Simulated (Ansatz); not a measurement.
# C₃H₃F₂NO, SMILES NC1=C(F)C1(O)F: a comparison of dispersion corrections

Program: the Python package of Ansatz (0.2.0).

`c3h3f2no.xyz`
```text
10

N    -0.40720   -0.10670    1.40660
C     0.44800   -0.44100    0.42280
C     0.17760   -1.06760   -0.74200
F    -0.97610   -1.43550   -1.02260
C     0.74310    0.26700   -0.83250
O    -0.04620    1.43100   -1.20810
F     2.11720    0.36830   -1.13520
H    -1.34590   -0.40930    1.16190
H    -0.17960   -0.44990    2.33360
H    -0.44780    1.79260   -0.38150
```

Notebook, run cell by cell (the value of a cell's last expression is shown):

**Cell 1**
```python
import ansatz as az
```

**Cell 2**
```python
system = az.Crystal.molecule_from_extxyz("c3h3f2no.xyz")
```

**Cell 3**
```python
model = system.calculation().basis(gaussian="def2-SVP")
for name in ["blyp", "b3lyp"]:
    for correction in ("d3bj", "d4"):
        data = model.functional(name, dispersion=correction).run().report
        print(f"{name:8s} {correction:5s} total {data['free_energy_ev']:.5f} eV, of which dispersion {1000 * data['dispersion']['energy']['ev']:.2f} meV")
```
Output:
```text
blyp     d3bj  total -12114.75263 eV, of which dispersion -418.51 meV
blyp     d4    total -12114.80049 eV, of which dispersion -466.38 meV
b3lyp    d3bj  total -12116.86683 eV, of which dispersion -339.49 meV
b3lyp    d4    total -12116.85678 eV, of which dispersion -329.45 meV
```

Reading the output:
- Total energies depend on the basis set; only differences at equal settings carry meaning.
- The geometry is a force-field or estimated start, not a minimum of this method, and the basis set is short of its limit. D4 holds the three-body term, and d3bj doesn't.
- b3lyp holds the VWN-RPA fit, as in Gaussian; the form of ORCA and Turbomole is b3lyp5.
- Timing: 15 s on 1 thread of Arm Neoverse V2, with other jobs on the host, peak memory 0.28 GiB.

(Lines on the test bed's own set-up are left out of the output.)
